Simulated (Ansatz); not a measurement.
# GaClF (quartet): the correlation ladder, cc-pVDZ

The task here is to estimate one member of a computed series from the others.

The runs use Ansatz 0.2.0, Gaussian basis; cc-pVDZ, core rule «outside noble gas», up to 20 orbitals frozen.

Plan: UHF; CCSD(T) on ROHF; CCSD(T) on UHF; BCCD(T) on ROHF; CISD as a restricted active space (open shells left free, so some higher excitations enter); CCSDT(Q) on ROHF; CCSDT(Q) on UHF.

44 further runs of the same task are left out: 16 for a known fault of the program, 12 that didn't finish, 16 set aside as unsound or not needed. Runs told in other sessions of the task aren't counted.

**What is computed**

The geometry is a PBE0/def2-TZVP stationary point (not a proven minimum). No spin-orbit coupling is included. The filled d shell of Ga may be among the frozen orbitals whatever the setting's name suggests.

3 atoms, charge 0, spin multiplicity 4.

Atoms are counted from 1 here; the program's logs count them from 0.

Bond lengths: Cl1–Ga2 2.347 Å, Ga2–F3 1.877 Å. Angles: Cl1–Ga2–F3 66.2°.

The first run:

The input, in.yaml:

```yaml
crystal:
  periodic: [false, false, false]
  atoms:
    - {symbol: Cl, position_ang: [0.000000, 0.223736, 1.567027]}
    - {symbol: Ga, position_ang: [0.000000, 0.282224, -0.779302]}
    - {symbol: F, position_ang: [0.000000, -1.453259, -0.064245]}
basis:
  gaussian: {orbitals: cc-pVDZ}
magnetization: {spin_polarized: true, initial_magnetization: 3}
hamiltonian: {xc: hf}
output: {orbitals: {seedname: orbitals}}
```

The run is started by

```bash
$ ansatz run in.yaml --threads 1 --pin off --events-out ev --progress --plain --max-ram 2393MiB
```

Among the steps run: UHF; CCSD(T) on ROHF; CCSD(T) on UHF; BCCD(T) on ROHF; CISD as a restricted active space (open shells left free, so some higher excitations enter); CCSDT(Q) on ROHF; CCSDT(Q) on UHF.

One of the session's tables, all rows but one given; the rest of the session is left out.

```
   method  from RCCSDT(Q) (kJ/mol)
     ROHF                   +996.6
      UHF                   +979.7
     RMP2                    +85.8
     UMP2                    +83.2
    RCCSD                    +27.7
    UCCSD                    +25.7
 RCCSD(T)                        ?
 UCCSD(T)                     +4.1
  BCCD(T)                     +5.2
   RCCSDT                     +2.0
   UCCSDT                     +0.5
RCCSDT(Q)                        0
UCCSDT(Q)                     -2.4
```

Q: Estimate the row for RCCSD(T) from the others.

As computed: from RCCSDT(Q) (kJ/mol): +5.6. In the column «from RCCSDT(Q) (kJ/mol)» it lies between BCCD(T) (+5.2) and UCCSD (+25.7).

Not comparable, so not listed: CISD as a restricted active space (open shells left free, so some higher excitations enter) (they don't share determinant, frozen orbitals or solution with the rows shown, or repeat one).

Limits of these values: Restricted and unrestricted rows rest on different reference determinants; a gap between their highest levels can come from leftover correlation error, from unlike frozen cores or from another state.
